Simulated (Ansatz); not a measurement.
# CH2FNOSi: basis-set convergence

How large a basis does CH2FNOSi need? Two functionals are run in growing sets.

The runs use Ansatz 0.2.0, Gaussian basis; one geometry, several basis sets.

Plan: PBE0-D4/def2-SVP; ωB97M-V/def2-SVP; PBE0-D4/def2-QZVPP; ωB97M-V/def2-QZVPP; the functionals' def2-TZVPP values are taken from earlier runs.

## 1. The geometry

All runs share one geometry, relaxed beforehand with PBE0-D4/def2-TZVP.

SMILES `O=C1N[SiH]1F`, 7 atoms, charge 0, spin multiplicity 1.

Atoms are counted from 1 here; the program's logs count them from 0.

Bond lengths: O1–C2 1.192 Å, C2–N3 1.380 Å, C2–Si4 1.849 Å, N3–Si4 1.714 Å, N3–H6 1.014 Å, Si4–F5 1.587 Å, Si4–H7 1.477 Å. Angles: O1–C2–N3 135.4°, O1–C2–Si4 162.4°, N3–C2–Si4 62.1°, C2–N3–Si4 72.5°, C2–N3–H6 129.7°, Si4–N3–H6 157.8°, C2–Si4–N3 45.4°, C2–Si4–F5 124.2°, C2–Si4–H7 129.1°, N3–Si4–F5 117.8°, N3–Si4–H7 119.6°, F5–Si4–H7 105.8°.

Geometry (Å):

```xyz
7
CH2FNOSi
O     0.1415   -1.8471    1.3430
C     0.0999   -0.9029    0.6165
N    -0.3001    0.4121    0.7360
Si    0.2354    0.1810   -0.8755
F    -0.8485    0.2434   -2.0329
H    -0.6680    0.9064    1.5409
H     1.4010    0.9390   -1.3737
```

## 2. PBE0-D4 in def2-SVP

The input, in.yaml:

```yaml
crystal:
  periodic: [false, false, false]
  atoms:
    - {symbol: O, position_ang: [0.141541, -1.847054, 1.342969]}
    - {symbol: C, position_ang: [0.099865, -0.902902, 0.616529]}
    - {symbol: N, position_ang: [-0.300123, 0.412099, 0.736029]}
    - {symbol: Si, position_ang: [0.235371, 0.180974, -0.875533]}
    - {symbol: F, position_ang: [-0.848475, 0.243384, -2.032895]}
    - {symbol: H, position_ang: [-0.668044, 0.906388, 1.540893]}
    - {symbol: H, position_ang: [1.400963, 0.939011, -1.373691]}
basis:
  gaussian: {orbitals: def2-SVP}
hamiltonian: {xc: pbe0, dispersion: d4}
output: {orbitals: {seedname: orbitals}}
```

The run is started by

```console
> ansatz run in.yaml --threads 2 --pin off --events-out ev --progress --plain --max-ram 4352MiB
```

Further steps of the session: ωB97M-V in def2-SVP; PBE0-D4 in def2-QZVPP; ωB97M-V in def2-QZVPP.

Q: Predict the results of all the runs planned. Wanted: PBE0-D4: double and triple zeta above quadruple; ωB97M-V: double and triple zeta above quadruple.

The runs gave:

| quantity | value |
| --- | --- |
| PBE0-D4: double and triple zeta above quadruple | 12.46, 0.68 eV |
| ωB97M-V: double and triple zeta above quadruple | 12.60, 0.63 eV |

In words: For PBE0-D4 the step from double to triple zeta gains 11.78 eV and the next only 0.68 eV. Total energies overstate the basis error of differences, where much of it tends to cancel. The LUMO of ωB97M-V is positive and keeps falling with the basis (1.70 to 0.77 eV): an unbound level that the basis holds in place.
